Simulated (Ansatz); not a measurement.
**SnSe: response to strain**

Aim: deform SnSe (equal xx and yy strain of +1 %) and compute stress, forces and field gradients with LAPW, PAW and all-electron datasets made for the crystal.

Program: Ansatz 0.2.0. Level of theory: DFT LDA, scalar-relativistic. These are calculated values, not measurements.

## (1) The starting structure

The structure is cubic, space group Fm-3m (No. 225). Conventional cell: a = 6.020 Å, b = 6.020 Å, c = 6.020 Å, α = 90.00°, β = 90.00°, γ = 90.00°. Sn (site symmetry m-3m) is surrounded by 6 Se at 3.01 Å. Around Se (site symmetry m-3m) lie 6 Sn at 3.01 Å.

Coordinates:

```cif
data_structure
_symmetry_space_group_name_H-M 'P 1'
_symmetry_Int_Tables_number 1
_cell_length_a 4.2568
_cell_length_b 4.2568
_cell_length_c 4.2568
_cell_angle_alpha 60.000
_cell_angle_beta 60.000
_cell_angle_gamma 60.000
_cell_volume 54.54
loop_
_atom_site_label
_atom_site_type_symbol
_atom_site_fract_x
_atom_site_fract_y
_atom_site_fract_z
_atom_site_occupancy
Sn1 Sn 0.00000 0.00000 0.00000 1
Se1 Se 0.50000 0.50000 0.50000 1
```

Atoms are numbered in the order of the input: Sn1, Se2.

## (2) After the deformation

Space group Fm-3m before, I4/mmm after.

## (3) Full-potential LAPW

The input, input.yaml:

```yaml
crystal:
  lattice:
    - [0.0, 3.0401, 3.01]
    - [3.0401, 0.0, 3.01]
    - [3.0401, 3.0401, 0.0]
  atoms:
    - { symbol: Sn, position: [0.0, 0.0, 0.0] }
    - { symbol: Se, position: [0.5, 0.5, 0.5] }
kpoints:
  mp_grid: { grid: [9, 9, 9] }
  band_path:
    path:
      - [0.0, 0.0, 0.0]
      - [0.0, 0.5, 0.5]
      - [0.25, 0.75, 0.5]
      - [0.0, 0.5, 0.0]
      - [0.0, 0.0, 0.0]
      - [0.5, 0.5, 0.0]
      - [0.3775125, 0.6224875, 0.0]
      - [-0.3775125, 0.3775125, 0.0]
      - [0.0, 0.0, 0.0]
    npoints: 5
scf:
  occupations: { method: fermi_dirac, width: 0.02 }
hamiltonian:
  xc: lda
  pseudopotentials: { kind: all_electron, lapw: { basis_error: 0.00025 } }
output:
  forces: true
  stress: true
  eigenvalues: true
```

Started as:

```bash
$ ansatz run input.yaml --threads 1 --pin off --max-ram 3072MiB --backend cpu --events-out ev --progress --plain --runs-dir out
```

## (4) PAW with frozen cores

The input, input.yaml:

```yaml
crystal:
  lattice:
    - [0.0, 3.0401, 3.01]
    - [3.0401, 0.0, 3.01]
    - [3.0401, 3.0401, 0.0]
  atoms:
    - { symbol: Sn, position: [0.0, 0.0, 0.0] }
    - { symbol: Se, position: [0.5, 0.5, 0.5] }
kpoints:
  mp_grid: { grid: [9, 9, 9] }
scf:
  occupations: { method: fermi_dirac, width: 0.02 }
hamiltonian:
  xc: lda
  pseudopotentials: { kind: paw }
output:
  forces: true
  stress: true
  eigenvalues: true
  efg: { contact_densities: true }
```

## (5) All-electron PAW on datasets made for the crystal

Edit input.yaml of step 4 so:

```diff
@@ -14,3 +14,3 @@
   xc: lda
-  pseudopotentials: { kind: paw }
+  pseudopotentials: { kind: all_electron, datasets: crystal }
 output:
```

(Steps that only read results are left out.)

Q: Predict the outcome of this session. Wanted: pressure; largest shear or deviatoric stress.

The runs gave:

| quantity | value |
| --- | --- |
| pressure | LAPW -4.10, PAW -4.10, crystal datasets -4.10 GPa |
| largest shear or deviatoric stress (LAPW) | 0.68 GPa |

**Reading.** The largest part of the stress beyond the pressure is 0.68 GPa in size, in the zz component; the atoms are carried along and not relaxed. No run of the undeformed cell stands beside it, so the pressure holds what the given cell had before the change. PAW: stress within 0.01 GPa of LAPW. Crystal datasets: stress within 0.01 GPa of LAPW.
